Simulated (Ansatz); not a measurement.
**Al15P15 wurtzite bond sphere (Al₁₅P₁₅H₃₄): geometry, orbitals and charge**

What does Al15P15 wurtzite bond sphere (Al₁₅P₁₅H₃₄) look like as a singlet, and where do its frontier electrons sit?

Program: Ansatz 0.2.0, Gaussian basis. Level of theory: RKS PBE0-D4/def2-SVP. These are calculated values, not measurements.

Plan: relaxation at PBE-D4/def2-SVP; a single point at PBE0-D4/def2-SVP.

1 further run of the same task is left out (set aside as unsound or not needed). Runs told in other sessions of the task aren't counted.

### Step 1. The system as given

64 atoms, charge 0, spin multiplicity 1.

Atoms are counted from 1 here; the program's logs count them from 0.

Bond lengths: Al1–P2 2.450 Å, Al1–P3 2.331 Å, Al1–P16 2.427 Å, Al1–H31 1.531 Å, P2–Al7 2.415 Å, P2–H32 1.392 Å, P2–H33 1.390 Å, P3–Al4 2.439 Å, P3–Al17 2.462 Å, P3–H34 1.394 Å, Al4–P6 2.355 Å, Al4–P9 2.399 Å, Al4–H35 1.564 Å, Al5–P6 2.431 Å, Al5–P18 2.415 Å, Al5–H36 1.573 Å, Al5–H37 1.546 Å, P6–Al11 2.410 Å and more. Angles: P2–Al1–P3 99.3°, P2–Al1–P16 95.5°, P2–Al1–H31 112.5°, P3–Al1–P16 100.4°, P3–Al1–H31 128.3°, P16–Al1–H31 115.1°, Al1–P2–Al7 118.9°, Al1–P2–H32 99.1°, Al1–P2–H33 121.4°, Al7–P2–H32 95.8°, Al7–P2–H33 115.7°, H32–P2–H33 94.9°, Al1–P3–Al4 117.0°, Al1–P3–Al17 122.1°, Al1–P3–H34 102.7°, Al4–P3–Al17 110.3°, Al4–P3–H34 98.4°, Al17–P3–H34 101.5° and more.

The start is a GFN2-xTB geometry.

### Step 2. Relaxation at PBE-D4/def2-SVP

File in.yaml:

```yaml
crystal:
  periodic: [false, false, false]
  atoms:
    - {symbol: Al, position_ang: [1.036480, -4.232180, -2.748440]}
    - {symbol: P, position_ang: [-0.787620, -2.770960, -3.482770]}
    - {symbol: P, position_ang: [1.050700, -3.707090, -0.477770]}
    - {symbol: Al, position_ang: [-0.991000, -2.746210, 0.448390]}
    - {symbol: Al, position_ang: [0.865700, -4.358620, 3.531750]}
    - {symbol: P, position_ang: [-0.872040, -2.824240, 2.799410]}
    - {symbol: Al, position_ang: [-0.861550, -0.498440, -2.670270]}
    - {symbol: P, position_ang: [-2.796250, 0.698240, -3.480680]}
    - {symbol: P, position_ang: [-0.849910, -0.491680, -0.358720]}
    - {symbol: Al, position_ang: [-2.874150, 0.510670, 0.449700]}
    - {symbol: Al, position_ang: [-1.059630, -0.613660, 3.740290]}
    - {symbol: P, position_ang: [-2.883390, 0.651470, 2.800500]}
    - {symbol: Al, position_ang: [-3.154240, 3.006440, -2.745900]}
    - {symbol: P, position_ang: [-2.687280, 2.759890, -0.475760]}
    - {symbol: Al, position_ang: [-3.349450, 2.922310, 3.531720]}
    - {symbol: P, position_ang: [2.820660, -2.790420, -3.541650]}
    - {symbol: Al, position_ang: [3.026410, -2.742210, 0.630370]}
    - {symbol: P, position_ang: [2.638470, -2.828440, 2.940910]}
    - {symbol: Al, position_ang: [3.062810, -0.467650, -2.855430]}
    - {symbol: P, position_ang: [1.062100, 0.613390, -3.607760]}
    - {symbol: P, position_ang: [2.797110, -0.618490, -0.518680]}
    - {symbol: Al, position_ang: [1.135030, 0.657200, 0.719830]}
    - {symbol: Al, position_ang: [3.045610, -0.506390, 3.473920]}
    - {symbol: P, position_ang: [0.938000, 0.543930, 3.042470]}
    - {symbol: Al, position_ang: [1.121170, 2.888360, -2.856860]}
    - {symbol: P, position_ang: [-1.014280, 3.834030, -3.540890]}
    - {symbol: P, position_ang: [0.861480, 2.733490, -0.519480]}
    - {symbol: Al, position_ang: [-0.863630, 3.991670, 0.630090]}
    - {symbol: Al, position_ang: [1.076320, 2.893860, 3.475250]}
    - {symbol: P, position_ang: [-1.138750, 3.698510, 2.940160]}
    - {symbol: H, position_ang: [0.979090, -5.615560, -3.401560]}
    - {symbol: H, position_ang: [-1.799280, -3.250000, -2.655510]}
    - {symbol: H, position_ang: [-1.477110, -3.012040, -4.665210]}
    - {symbol: H, position_ang: [0.977170, -4.961080, 0.126200]}
    - {symbol: H, position_ang: [-2.194340, -3.488220, -0.221240]}
    - {symbol: H, position_ang: [0.880790, -5.573280, 2.531950]}
    - {symbol: H, position_ang: [0.789430, -4.619890, 5.053420]}
    - {symbol: H, position_ang: [-2.123480, -3.402020, 3.030210]}
    - {symbol: H, position_ang: [-3.716260, 0.058360, -2.655210]}
    - {symbol: H, position_ang: [-3.347820, 0.221540, -4.663870]}
    - {symbol: H, position_ang: [-4.117990, -0.160720, -0.221240]}
    - {symbol: H, position_ang: [-1.242400, -0.719650, 5.272730]}
    - {symbol: H, position_ang: [-4.007580, -0.146630, 3.030530]}
    - {symbol: H, position_ang: [-4.382810, 3.645880, -3.398380]}
    - {symbol: H, position_ang: [-3.808580, 3.323090, 0.131400]}
    - {symbol: H, position_ang: [-4.396070, 3.540260, 2.532870]}
    - {symbol: H, position_ang: [-3.611300, 2.987180, 5.054040]}
    - {symbol: H, position_ang: [3.419930, -3.106460, -4.751320]}
    - {symbol: H, position_ang: [3.857460, -3.289080, -2.760010]}
    - {symbol: H, position_ang: [4.281780, -3.450500, 0.042060]}
    - {symbol: H, position_ang: [3.869470, -3.406300, 3.261750]}
    - {symbol: H, position_ang: [4.379530, 0.119840, -3.389620]}
    - {symbol: H, position_ang: [0.921350, 0.531270, -4.996340]}
    - {symbol: H, position_ang: [3.992980, 0.031190, -0.209720]}
    - {symbol: H, position_ang: [3.557180, -0.365100, 4.928410]}
    - {symbol: H, position_ang: [4.025770, -0.030560, 2.301570]}
    - {symbol: H, position_ang: [2.285060, 3.737590, -3.394320]}
    - {symbol: H, position_ang: [-0.990700, 4.508450, -4.752090]}
    - {symbol: H, position_ang: [-0.928980, 4.983470, -2.762560]}
    - {symbol: H, position_ang: [2.022390, 3.443460, -0.210630]}
    - {symbol: H, position_ang: [-0.851950, 5.432990, 0.041530]}
    - {symbol: H, position_ang: [1.452040, 3.266200, 4.930060]}
    - {symbol: H, position_ang: [1.977460, 3.506780, 2.303810]}
    - {symbol: H, position_ang: [-1.027170, 5.052730, 3.262590]}
basis:
  gaussian: {orbitals: def2-SVP, fitting: {mean_field: def2-universal-jkfit}}
hamiltonian: {xc: pbe, dispersion: d4}
scf: {lower_state_search: "off"}
output: {orbitals: {seedname: orbitals}}
relax: {f_tol: 0.03, max_steps: 70}
```

Run with:

```
ansatz run in.yaml --threads 4 --pin off --events-out ev --progress --plain --max-ram 66560MiB --backend cuda --devices 0, --max-vram 37GiB
```

The runs that follow: Single point, PBE0-D4/def2-SVP.

Q: Predict the results of all the runs planned. Wanted: point group; commonest bond, hydrogen aside; HOMO, LUMO at PBE0-D4/def2-SVP; dipole at PBE-D4/def2-SVP.

**Answer**, as computed:

```
                      quantity                            value
                   point group                               Cs
commonest bond, hydrogen aside  Al–P, 43 of mean length 2.403 Å
HOMO, LUMO at PBE0-D4/def2-SVP                  -6.65, -2.15 eV
     dipole at PBE-D4/def2-SVP                          21.60 D
```

In words: The molecule keeps its bonding pattern by the stored test; the atoms moved 0.28 Å (rms), and the angle Al7–P2–H32 went from 96° to 108°. No usable vibrations, so a minimum isn't proven. Whether this spin is the lowest isn't tested here. The point group is read from a loosely relaxed geometry; soft torsions can leave it below the true symmetry.
